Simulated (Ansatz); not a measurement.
# The cluster H₁₂W₅O₂₁: one molecule under many settings

Aim: run the cluster H₁₂W₅O₂₁ under a spread of inputs, and see what each costs and gives.

Method: the settings change from run to run; program: Ansatz 0.2.0, Gaussian basis.

## 1. The relaxed structure

The geometry comes from an earlier relaxation with PBE-D4/def2-SVP; it is a stationary point, not always the lowest conformer. W takes a core potential in def2 sets; no spin-orbit term is included.

38 atoms, charge 0, spin multiplicity 1.

Atoms are counted from 1 here; the program's logs count them from 0.

Bond lengths: W1–O10 1.918 Å, W1–O19 2.027 Å, W1–O23 1.761 Å, W1–O25 1.752 Å, W1–O26 2.000 Å, W2–O6 1.905 Å, W2–O7 1.887 Å, W2–O10 1.925 Å, W2–O13 1.857 Å, W2–O14 1.879 Å, W2–O15 2.291 Å, W3–O8 1.918 Å, W3–O9 1.754 Å, W3–O16 2.141 Å, W3–O18 2.196 Å, W3–O19 1.902 Å, W3–O20 1.885 Å, W4–O11 1.766 Å and more. Angles: O10–W1–O19 80.5°, O10–W1–O23 93.5°, O10–W1–O25 98.3°, O10–W1–O26 158.8°, O19–W1–O23 142.2°, O19–W1–O25 111.6°, O19–W1–O26 81.5°, O23–W1–O25 106.2°, O23–W1–O26 93.9°, O25–W1–O26 98.6°, O6–W2–O7 95.4°, O6–W2–O10 82.3°, O6–W2–O13 164.3°, O6–W2–O14 93.3°, O6–W2–O15 85.6°, O7–W2–O10 157.4°, O7–W2–O13 96.5°, O7–W2–O14 98.4° and more.

## 2. rPW86-PBE/def2-SVP

Options: charge +1, multiplicity 2, density fitting with def2-universal-jkfit, D3(BJ) with three-body dispersion, high accuracy.

in.yaml

```yaml
crystal:
  periodic: [false, false, false]
  atoms:
    - {symbol: W, position_ang: [0.980609, -0.189775, 0.344700]}
    - {symbol: W, position_ang: [-2.051353, -2.229495, -0.008372]}
    - {symbol: W, position_ang: [-1.575894, 2.556491, 0.304727]}
    - {symbol: W, position_ang: [3.174791, -3.193082, -0.080553]}
    - {symbol: W, position_ang: [1.622473, 3.202349, -0.101740]}
    - {symbol: O, position_ang: [-2.772143, -0.732866, 0.924628]}
    - {symbol: O, position_ang: [-3.527913, -2.445131, -1.162958]}
    - {symbol: O, position_ang: [-2.016910, 4.365859, -0.155476]}
    - {symbol: O, position_ang: [-2.316883, 1.732322, -1.055229]}
    - {symbol: O, position_ang: [-0.389057, -1.501783, 0.632941]}
    - {symbol: O, position_ang: [1.480652, -3.669306, -0.229443]}
    - {symbol: O, position_ang: [3.862087, -3.228218, 1.705200]}
    - {symbol: O, position_ang: [-0.922691, -3.412242, -0.889195]}
    - {symbol: O, position_ang: [-2.567381, -3.447795, 1.325562]}
    - {symbol: O, position_ang: [-1.637868, -0.747572, -1.706127]}
    - {symbol: O, position_ang: [0.006780, 3.427496, 1.453177]}
    - {symbol: O, position_ang: [2.051630, 4.834631, 0.845545]}
    - {symbol: O, position_ang: [0.091074, 2.999600, -1.054720]}
    - {symbol: O, position_ang: [-0.561434, 1.034411, 0.825136]}
    - {symbol: O, position_ang: [-2.882123, 2.449868, 1.659436]}
    - {symbol: O, position_ang: [3.609889, -1.834261, -1.321707]}
    - {symbol: O, position_ang: [4.063122, -4.512611, -0.735261]}
    - {symbol: O, position_ang: [2.239903, -1.188952, 1.063607]}
    - {symbol: O, position_ang: [2.797414, 3.448475, -1.339434]}
    - {symbol: O, position_ang: [1.144638, -0.371407, -1.389854]}
    - {symbol: O, position_ang: [2.011533, 1.509191, 0.567211]}
    - {symbol: H, position_ang: [-2.163660, -0.070511, 1.331557]}
    - {symbol: H, position_ang: [-3.592511, -2.042300, -2.050054]}
    - {symbol: H, position_ang: [-1.663983, 4.815035, -0.945450]}
    - {symbol: H, position_ang: [-1.957796, 0.203089, -1.538822]}
    - {symbol: H, position_ang: [4.503025, -3.931698, 1.921939]}
    - {symbol: H, position_ang: [0.097426, -3.559678, -0.693866]}
    - {symbol: H, position_ang: [-2.285563, -4.383039, 1.290311]}
    - {symbol: H, position_ang: [-0.680639, -0.657721, -1.948794]}
    - {symbol: H, position_ang: [-0.090486, 4.357170, 1.738852]}
    - {symbol: H, position_ang: [2.825670, 5.315478, 0.491165]}
    - {symbol: H, position_ang: [-3.832115, 2.261676, 1.548888]}
    - {symbol: H, position_ang: [2.925677, -1.163708, -1.567505]}
basis:
  gaussian: {orbitals: def2-SVP, fitting: {mean_field: def2-universal-jkfit}}
total_charge: 1
magnetization: {spin_polarized: true, initial_magnetization: 1}
hamiltonian: {xc: {name: rPW86-PBE}, dispersion: d3bjatm}
accuracy: high
```

The run is started by

```
> ansatz run in.yaml --threads 2 --pin off --events-out ev --progress --plain --max-ram 32768MiB --backend cuda --devices 0, --max-vram 18GiB
```

The program printed:

```text
Functional definition: rPW86-PBE
  name "rPW86-PBE"
  cite "Murray, Lee & Langreth, J. Chem. Theory Comput. 5, 2754 (2009) doi:10.1021/ct900365q"
  cite "Perdew, Burke & Ernzerhof, Phys. Rev. Lett. 77, 3865 (1996) doi:10.1103/PhysRevLett.77.3865"
  parent pbe
  exchange = rpw86_x
  correlation = pbe_c
2968 factors; integrals over basis functions are off by at most 1.7e-1 eV
mean field evaluation 1: about -52256.5829 eV, gradient 2.0e2 eV
mean field evaluation 2: about -50607.8386 eV, gradient 5.6e2 eV
mean field evaluation 4: about -51817.2999 eV, gradient 2.6e2 eV
mean field evaluation 8: about -52396.7794 eV, gradient 1.5e1 eV
mean field evaluation 16: about -52398.2202 eV, gradient 9.9e-3 eV
mean field evaluation 32: about -52398.1142 eV, gradient 3.5e0 eV
mean field evaluation 64: about -52398.2785 eV, gradient 3.4e-2 eV
mean field evaluation 96: about -52398.2015 eV, gradient 4.7e-2 eV
mean field evaluation 128: about -52397.9584 eV, gradient 3.1e0 eV
mean field -52398.27861814 eV, -1925.6012223877 hartree, gradient 2.7e-8 eV, S^2 0.753196; 20 other end points of the search recorded, 0 dependent functions left out
reference -52398.27864991 eV, -1925.6012235554 hartree; 125, 124 occupied and 389, 390 virtual orbitals, 2968 factors
Total energy: -52400.11569690 eV, -1925.6687337871 hartree
```

Run time: 2.3 min. Hardware: 1 × H100 (card shared with other runs) with 2 threads of AMD EPYC 7R13, shared host; peak host memory 3.4 GiB.

⟨S²⟩ 0.753.

## 3. revPBE/def2-mTZVPP

Options: density fitting with def2-universal-jkfit, a grid of angular degree 23, the search for lower states set to off.

in.yaml, as its differences from that of step 2:

```diff
@@ -42,6 +42,5 @@
 basis:
-  gaussian: {orbitals: def2-SVP, fitting: {mean_field: def2-universal-jkfit}}
-total_charge: 1
-magnetization: {spin_polarized: true, initial_magnetization: 1}
-hamiltonian: {xc: {name: rPW86-PBE}, dispersion: d3bjatm}
-accuracy: high
+  gaussian: {orbitals: def2-mTZVPP, fitting: {mean_field: def2-universal-jkfit}, final_grid: {core_spheres: 8, valence_spheres: 7, degree: 23}}
+hamiltonian: {xc: {name: revPBE}}
+scf: {lower_state_search: off}
+output: {forces: true}
```

Same command.

The program printed, cut to the lines that bear on the results:

```text
Functional definition: revPBE
  name "revPBE"
  cite "Zhang & Yang, Phys. Rev. Lett. 80, 890 (1998) doi:10.1103/PhysRevLett.80.890"
  cite "Perdew, Burke & Ernzerhof, Phys. Rev. Lett. 77, 3865 (1996) doi:10.1103/PhysRevLett.77.3865"
[...]
2968 factors; integrals over basis functions are off by at most 8.8e-1 eV
[...]
mean field -52353.47231763 eV, -1923.9546212147 hartree, gradient 4.0e-6 eV, S^2 0.000000; 0 other end points of the search recorded, 0 dependent functions left out
[...]
reference -52353.47244789 eV, -1923.9546260019 hartree; 125, 125 occupied and 619, 619 virtual orbitals, 2968 factors
Total energy: -52353.47244789 eV, -1923.9546260019 hartree
Atom 0 at     0.980609    -0.189775     0.344700 Å, force    -0.152498     0.168543    -0.078699 eV/Å
Atom 1 at    -2.051353    -2.229495    -0.008372 Å, force     0.344260     0.213313    -0.148189 eV/Å
[...]
Atom 30 at     4.503025    -3.931698     1.921939 Å, force    -0.094441     0.105690    -0.072489 eV/Å
Atom 31 at     0.097426    -3.559678    -0.693866 Å, force    -0.248825     0.117698    -0.015252 eV/Å
Atom 32 at    -2.285563    -4.383039     1.290311 Å, force    -0.020411     0.162250    -0.032593 eV/Å
Atom 33 at    -0.680639    -0.657721    -1.948794 Å, force    -0.194936    -0.054747     0.110858 eV/Å
Atom 34 at    -0.090486     4.357170     1.738852 Å, force    -0.027013    -0.163380    -0.163456 eV/Å
Atom 35 at     2.825670     5.315478     0.491165 Å, force    -0.124803    -0.088638     0.053538 eV/Å
Atom 36 at    -3.832115     2.261676     1.548888 Å, force     0.155150     0.010795    -0.048192 eV/Å
Atom 37 at     2.925677    -1.163708    -1.567505 Å, force     0.123034    -0.174819     0.140620 eV/Å
Dipole moment:    -0.927574     0.388172     0.329445 e Å
Checks for a lower state left out: stability, starts, cluster_reference, orbital_swaps, neighbouring_geometries, increment
```

It took 13 s on 1 × H100 (card shared with other runs) with 2 threads of AMD EPYC 7R13, shared host.

Largest force 0.752 eV/Å, dipole 5.08 D.

## 4. wPBEh/def2-mTZVPP

Set apart from the defaults: atoms shaken by 0.08 Å, density fitting with def2-universal-jkfit, a grid of angular degree 23.

in.yaml

```yaml
crystal:
  periodic: [false, false, false]
  atoms:
    - {symbol: W, position_ang: [1.085991, -0.190651, 0.370186]}
    - {symbol: W, position_ang: [-2.043855, -2.284334, 0.046180]}
    - {symbol: W, position_ang: [-1.454696, 2.619772, 0.230433]}
    - {symbol: W, position_ang: [3.314315, -3.139821, 0.068929]}
    - {symbol: W, position_ang: [1.585616, 3.248512, -0.014651]}
    - {symbol: O, position_ang: [-2.752003, -0.828480, 0.849255]}
    - {symbol: O, position_ang: [-3.597065, -2.495419, -1.088484]}
    - {symbol: O, position_ang: [-2.055777, 4.358695, -0.126683]}
    - {symbol: O, position_ang: [-2.232936, 1.540329, -1.115743]}
    - {symbol: O, position_ang: [-0.353190, -1.413422, 0.771505]}
    - {symbol: O, position_ang: [1.605525, -3.768754, -0.122965]}
    - {symbol: O, position_ang: [3.892051, -3.260612, 1.749221]}
    - {symbol: O, position_ang: [-0.827901, -3.521444, -1.041123]}
    - {symbol: O, position_ang: [-2.633508, -3.450278, 1.337865]}
    - {symbol: O, position_ang: [-1.609826, -0.745937, -1.590216]}
    - {symbol: O, position_ang: [-0.043355, 3.327487, 1.616654]}
    - {symbol: O, position_ang: [2.127320, 4.867276, 0.856786]}
    - {symbol: O, position_ang: [0.227680, 3.150271, -1.140784]}
    - {symbol: O, position_ang: [-0.615663, 1.002000, 0.767694]}
    - {symbol: O, position_ang: [-2.766264, 2.493593, 1.530170]}
    - {symbol: O, position_ang: [3.498415, -1.758314, -1.304378]}
    - {symbol: O, position_ang: [4.072767, -4.539888, -0.772734]}
    - {symbol: O, position_ang: [2.198785, -1.239290, 0.988624]}
    - {symbol: O, position_ang: [2.882196, 3.405943, -1.334210]}
    - {symbol: O, position_ang: [1.172199, -0.394665, -1.140663]}
    - {symbol: O, position_ang: [2.075935, 1.496949, 0.634920]}
    - {symbol: H, position_ang: [-2.045278, -0.037575, 1.331199]}
    - {symbol: H, position_ang: [-3.569500, -2.127924, -1.960194]}
    - {symbol: H, position_ang: [-1.497398, 4.797469, -0.828918]}
    - {symbol: H, position_ang: [-1.961619, 0.282061, -1.539179]}
    - {symbol: H, position_ang: [4.471800, -4.079341, 1.897912]}
    - {symbol: H, position_ang: [0.042743, -3.670518, -0.833351]}
    - {symbol: H, position_ang: [-2.107323, -4.403987, 1.156007]}
    - {symbol: H, position_ang: [-0.667201, -0.685849, -1.866335]}
    - {symbol: H, position_ang: [-0.143320, 4.197441, 1.655280]}
    - {symbol: H, position_ang: [2.826206, 5.186839, 0.464269]}
    - {symbol: H, position_ang: [-3.805333, 2.186156, 1.456064]}
    - {symbol: H, position_ang: [3.004737, -1.290594, -1.492728]}
basis:
  gaussian: {orbitals: def2-mTZVPP, fitting: {mean_field: def2-universal-jkfit}, final_grid: {core_spheres: 8, valence_spheres: 7, degree: 23}}
hamiltonian: {xc: {name: wPBEh}}
scf: {omitted_lower_state_checks: [starts]}
output: {forces: true}
```

Launched as before.

The program printed, cut to the lines that bear on the results:

```text
Functional definition: wPBEh
  name "wPBEh"
  cite "Heyd, Scuseria & Ernzerhof, J. Chem. Phys. 118, 8207 (2003) doi:10.1063/1.1564060"
  cite "Krukau, Vydrov, Izmaylov & Scuseria, J. Chem. Phys. 125, 224106 (2006) doi:10.1063/1.2404663"
  cite "Heyd & Scuseria, J. Chem. Phys. 120, 7274 (2004) doi:10.1063/1.1668634"
  cite "Ernzerhof & Perdew, J. Chem. Phys. 109, 3313 (1998) doi:10.1063/1.476928"
  cite "Perdew, Burke & Ernzerhof, Phys. Rev. Lett. 77, 3865 (1996) doi:10.1103/PhysRevLett.77.3865"
  parent pbe
[...]
2968 factors; integrals over basis functions are off by at most 8.8e-1 eV
2968 factors; integrals over basis functions are off by at most 1.8e-7 eV
[...]
mean field -52301.01962549 eV, -1922.0270203325 hartree, gradient 1.7e-5 eV, S^2 0.000000; 0 other end points of the search recorded, 0 dependent functions left out
[...]
Atom 29 at    -1.961619     0.282061    -1.539179 Å, force     0.430550    -0.984791     0.686293 eV/Å
Atom 30 at     4.471800    -4.079341     1.897912 Å, force    -1.129068     1.765651     0.070563 eV/Å
Atom 31 at     0.042743    -3.670518    -0.833351 Å, force     4.361227    -0.484452     1.050407 eV/Å
Atom 32 at    -2.107323    -4.403987     1.156007 Å, force    -2.172568     3.406064     0.898668 eV/Å
Atom 33 at    -0.667201    -0.685849    -1.866335 Å, force    -0.882560    -0.281626     0.171666 eV/Å
Atom 34 at    -0.143320     4.197441     1.655280 Å, force    -0.785172     6.465902     0.967976 eV/Å
Atom 35 at     2.826206     5.186839     0.464269 Å, force     6.105117     3.124881    -3.235464 eV/Å
Atom 36 at    -3.805333     2.186156     1.456064 Å, force     4.206919     1.219014     0.079691 eV/Å
Atom 37 at     3.004737    -1.290594    -1.492728 Å, force   -24.798348    23.653077    -9.491551 eV/Å
Dipole moment:    -0.899843     1.049709     0.899307 e Å
Checks for a lower state left out: starts
```

It took 17 s on 1 × H100 (card shared with other runs) with 2 threads of AMD EPYC 7R13, shared host; peak host memory 1.8 GiB.

Largest force 36.898 eV/Å, dipole 7.92 D.

## 5. HF/def2-SVPD

This run has density fitting with def2-universal-jkfit.

in.yaml

```yaml
crystal:
  periodic: [false, false, false]
  atoms:
    - {symbol: W, position_ang: [0.980609, -0.189775, 0.344700]}
    - {symbol: W, position_ang: [-2.051353, -2.229495, -0.008372]}
    - {symbol: W, position_ang: [-1.575894, 2.556491, 0.304727]}
    - {symbol: W, position_ang: [3.174791, -3.193082, -0.080553]}
    - {symbol: W, position_ang: [1.622473, 3.202349, -0.101740]}
    - {symbol: O, position_ang: [-2.772143, -0.732866, 0.924628]}
    - {symbol: O, position_ang: [-3.527913, -2.445131, -1.162958]}
    - {symbol: O, position_ang: [-2.016910, 4.365859, -0.155476]}
    - {symbol: O, position_ang: [-2.316883, 1.732322, -1.055229]}
    - {symbol: O, position_ang: [-0.389057, -1.501783, 0.632941]}
    - {symbol: O, position_ang: [1.480652, -3.669306, -0.229443]}
    - {symbol: O, position_ang: [3.862087, -3.228218, 1.705200]}
    - {symbol: O, position_ang: [-0.922691, -3.412242, -0.889195]}
    - {symbol: O, position_ang: [-2.567381, -3.447795, 1.325562]}
    - {symbol: O, position_ang: [-1.637868, -0.747572, -1.706127]}
    - {symbol: O, position_ang: [0.006780, 3.427496, 1.453177]}
    - {symbol: O, position_ang: [2.051630, 4.834631, 0.845545]}
    - {symbol: O, position_ang: [0.091074, 2.999600, -1.054720]}
    - {symbol: O, position_ang: [-0.561434, 1.034411, 0.825136]}
    - {symbol: O, position_ang: [-2.882123, 2.449868, 1.659436]}
    - {symbol: O, position_ang: [3.609889, -1.834261, -1.321707]}
    - {symbol: O, position_ang: [4.063122, -4.512611, -0.735261]}
    - {symbol: O, position_ang: [2.239903, -1.188952, 1.063607]}
    - {symbol: O, position_ang: [2.797414, 3.448475, -1.339434]}
    - {symbol: O, position_ang: [1.144638, -0.371407, -1.389854]}
    - {symbol: O, position_ang: [2.011533, 1.509191, 0.567211]}
    - {symbol: H, position_ang: [-2.163660, -0.070511, 1.331557]}
    - {symbol: H, position_ang: [-3.592511, -2.042300, -2.050054]}
    - {symbol: H, position_ang: [-1.663983, 4.815035, -0.945450]}
    - {symbol: H, position_ang: [-1.957796, 0.203089, -1.538822]}
    - {symbol: H, position_ang: [4.503025, -3.931698, 1.921939]}
    - {symbol: H, position_ang: [0.097426, -3.559678, -0.693866]}
    - {symbol: H, position_ang: [-2.285563, -4.383039, 1.290311]}
    - {symbol: H, position_ang: [-0.680639, -0.657721, -1.948794]}
    - {symbol: H, position_ang: [-0.090486, 4.357170, 1.738852]}
    - {symbol: H, position_ang: [2.825670, 5.315478, 0.491165]}
    - {symbol: H, position_ang: [-3.832115, 2.261676, 1.548888]}
    - {symbol: H, position_ang: [2.925677, -1.163708, -1.567505]}
basis:
  gaussian: {orbitals: def2-SVPD, fitting: {mean_field: def2-universal-jkfit}}
hamiltonian: {xc: {name: HF}}
scf: {omitted_lower_state_checks: [starts]}
```

The command is unchanged.

The program printed:

```text
Functional definition: HF
  name "HF"
  cite "Fock, Z. Phys. 61, 126 (1930) doi:10.1007/BF01340294"
  parent pbe
  exchange = exact_x
  correlation = 0
these checks for a lower state are left out or cut short: starts
2968 factors; integrals over basis functions are off by at most 1.7e-1 eV
mean field evaluation 1: about -51928.6458 eV, gradient 1.8e2 eV
mean field evaluation 2: about -51879.4224 eV, gradient 2.6e2 eV
mean field evaluation 4: about -51989.4252 eV, gradient 1.4e1 eV
mean field evaluation 8: about -51989.7963 eV, gradient 2.9e-1 eV
mean field -51989.79691682 eV, -1910.5897967433 hartree, gradient 9.5e-6 eV, S^2 0.000000; 0 other end points of the search recorded, 0 dependent functions left out
reference -51989.79691682 eV, -1910.5897967433 hartree; 125, 125 occupied and 629, 629 virtual orbitals, 2968 factors
Total energy: -51989.79691682 eV, -1910.5897967433 hartree
Checks for a lower state left out: starts
```

It took 7.5 s on 1 × H100 (card shared with other runs) with 2 threads of AMD EPYC 7R13, shared host.

## 6. The runs in one table

```
             level  charge  multiplicity  geometry  functions  energy (eV)     time
rPW86-PBE/def2-SVP       1             2   relaxed        514   -52400.116  2.3 min
revPBE/def2-mTZVPP       0             1   relaxed        744   -52353.472     13 s
 wPBEh/def2-mTZVPP       0             1    shaken        744   -52301.020     17 s
      HF/def2-SVPD       0             1   relaxed        754   -51989.797    7.5 s
```

## 7. Results

```
                                         quantity                        value
                                             runs                            4
                                         quickest          HF/def2-SVPD, 7.5 s
                                          slowest  rPW86-PBE/def2-SVP, 2.3 min
spread of total energies, same state and geometry                     363.7 eV
```

In words: Run time spans a factor of 19, from HF/def2-SVPD to rPW86-PBE/def2-SVP. The jobs differ in tasks and options as well as level. Total energies at one charge and spin differ by 364 eV between levels, so only differences within one level mean anything. At the PBE-D4/def2-SVP geometry and in the same state, the sound runs without point charges leave forces up to 0.75 eV/Å (revPBE/def2-mTZVPP), against 36.9 eV/Å where the atoms were moved.
